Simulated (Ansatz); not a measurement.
Runs of Ansatz 0.2.0 on Ge2Sb2Te5. It takes space group P-3m1 (No. 164, trigonal). Conventional cell: a = 4.294 Å, b = 4.294 Å, c = 17.101 Å, α = 90.00°, β = 90.00°, γ = 120.00°. Te (site symmetry 3m) has 3 Sb at 3.01 Å as nearest neighbours. Around Te (site symmetry 3m) lie 3 Ge at 3.00 Å and 3 Sb at 3.20 Å. Around Te (site symmetry -3m) lie 6 Ge at 3.04 Å. Sb (site symmetry 3m) is surrounded by 6 Te at 3.01 to 3.20 Å. Ge (site symmetry 3m) has 6 Te at 3.00 to 3.04 Å as nearest neighbours. The cell comes from a database or a generator and needn't be the stable form of this composition.

| task | level | cell | k mesh | cutoff (eV) | points for each segment of the path | gap on the mesh (eV) | pressure (GPa) | largest force (eV/Å) |
| --- | --- | --- | --- | --- | --- | --- | --- | --- |
| band structure | PBE | as given | 7 × 7 × 2 | 420 | 10 | 0.28 | (b) | (a) |
| band structure | PBEsol | as given | 7 × 7 × 2 | 420 | 10 | 0.28 | -2.2 | 0.13 |
| band structure | r2SCAN | as given | 7 × 7 × 2 | 500 | 10 | 0.22 | -0.5 | 0.27 |
| relaxation of cell and atoms | PBEsol | relaxed | 7 × 7 × 2 | 420 | - | 0.16 | 0.0 | - |
| single point | PBE | strained by -4 % | 5 × 5 × 2 | 420 | - | 0.06 | (c) | 0.15 |

Alike in all rows: potentials or basis Ansatz PAW; no spin polarisation; smearing fermi-dirac 0.05 eV.

Question: Fill in the values left out.

Answer: (a) 0.09; (b) 0.3; (c) 0.4.

Caveats: spin-orbit coupling is left out, which moves the levels of the heavy elements; the PAW data sets come from PBE, with cores solved anew for the run's functional, which leaves a small shift of forces and pressure (some runs); odd divisions of the mesh miss points on the zone boundary, where band edges often lie, so the gap on the mesh can be too wide (some runs); the plane-wave basis is chosen anew once the cell has moved, so the energies of steps on either side of that aren't comparable (some runs).

A k mesh can miss the band edges, and the runs leave out spin-orbit coupling on Ge, Sb, Te.
